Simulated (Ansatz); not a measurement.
ZrBrN, space group R-3m, a calculation of the dielectric tensor and Born charges

Computed with Ansatz 0.2.0, Python API.

`zrbrn_eps.py`
```python
import warnings

import ansatz as az
import numpy as np


def main() -> None:
    warnings.simplefilter("ignore", az.DeckWarning)

    zrbrn = (
        az.Lattice.from_parameters(3.654122, 3.654122, 30.452416, alpha=90, beta=90, gamma=120)
        .space_group(166)
        .atom("Zr", (2 / 3, 1 / 3, 0.209304))
        .atom("Br", (1 / 3, 2 / 3, 0.274297))
        .atom("N", (2 / 3, 1 / 3, 0.13828))
        .primitive()
    )

    model = (
        zrbrn.calculation()
        .functional(az.Functional.PBESOL)
        .basis(510)
        .kpoints(6)
        .occupations("fixed")
        .dielectric()
    )
    done = model.run()
    response = done.dielectric
    eps = np.asarray(response.eps_inf)

    print(f"mean eps_inf {np.trace(eps) / 3:.3f}, fraction of exact exchange 1/eps = {3 / np.trace(eps):.3f}")
    print(np.array2string(eps, precision=3, suppress_small=True))
    for site, z in zip(done.lattice.sites, response.zstar_e):
        print(f"{site.symbol:2s} Z* trace/3 = {np.trace(z) / 3:+.3f} e")
    print(f"charge neutrality missed by {response.zstar_sum_residual_pre_e:.4f} e before the sum rule")


if __name__ == "__main__":
    main()
```

```console
$ python zrbrn_eps.py
mean eps_inf 5.866, fraction of exact exchange 1/eps = 0.170
[[ 6.606  0.     0.   ]
 [ 0.     6.606 -0.   ]
 [ 0.    -0.     4.387]]
Zr Z* trace/3 = +4.188 e
Zr Z* trace/3 = +4.188 e
Br Z* trace/3 = -1.061 e
Br Z* trace/3 = -1.061 e
N  Z* trace/3 = -3.127 e
N  Z* trace/3 = -3.127 e
charge neutrality missed by 0.0035 e before the sum rule
```

Caveats:
- Spin is left out of this run.
- Under fixed occupations the level called the Fermi level is the highest filled one on the SCF mesh; off the mesh a filled band can lie a little above it.
- Averages over directions belong to no single polarisation, least of all in layered crystals.
- Pressure is positive in compression.
- The structure comes from a database of computed cells and needn't be a stable or known phase.
- This is the electronic (clamped-ion) response; a semilocal gap that is too small tends to raise it. The typed mesh is that of the SCF; the response is solved on denser meshes that the run picks.
- Finished in 9.1 min on 1 thread of Arm Neoverse V1 (shared host), peak memory 2.3 GiB.
